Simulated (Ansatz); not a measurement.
# CHGaP: the cost of one run

Program: Ansatz 0.2.0, Gaussian basis. Level of theory: the settings change from run to run. These are calculated values, not measurements.

20 further runs of the same task are left out: 2 for a known fault of the program, 8 that didn't finish, 10 set aside as unsound or not needed. Runs told in other sessions of the task aren't counted.

## 1. The geometry

The geometry is a PBE0/def2-TZVP stationary point (not a proven minimum) of the parent state, kept for this charge and spin. No spin-orbit coupling is included. The filled d shell of Ga may be among the frozen orbitals whatever the setting's name suggests.

4 atoms, charge 0, spin multiplicity 4.

Atoms are counted from 1 here; the program's logs count them from 0.

Bond lengths: C1–P2 1.633 Å, C1–Ga3 2.022 Å, P2–H4 1.442 Å. Angles: P2–C1–Ga3 160.5°, C1–P2–H4 99.4°.

## 2. CCSD(T) on UHF/cc-pVDZ

in.yaml

```yaml
crystal:
  periodic: [false, false, false]
  atoms:
    - {symbol: C, position_ang: [0.000019, 0.093361, -0.430570]}
    - {symbol: P, position_ang: [0.000000, 0.456451, 1.162034]}
    - {symbol: Ga, position_ang: [0.000001, 0.328493, -2.438501]}
    - {symbol: H, position_ang: [-0.000020, -0.878305, 1.707037]}
basis:
  gaussian: {orbitals: cc-pVDZ}
magnetization: {spin_polarized: true, initial_magnetization: 3}
hamiltonian: {pseudopotentials: {relativity: none}}
correlation: {method: ccsd_t, electrons: outside_noble_gas}
accuracy: high
scf: {lower_state_search: off}
```

Command:

```sh
ansatz run in.yaml --threads 1 --pin off --events-out ev --progress --plain --max-ram 2393MiB
```

Q: Estimate wall time and peak memory on 1 thread of Arm Neoverse V1, shared host.

About 7.5 s, with a peak of 0.25 GiB.
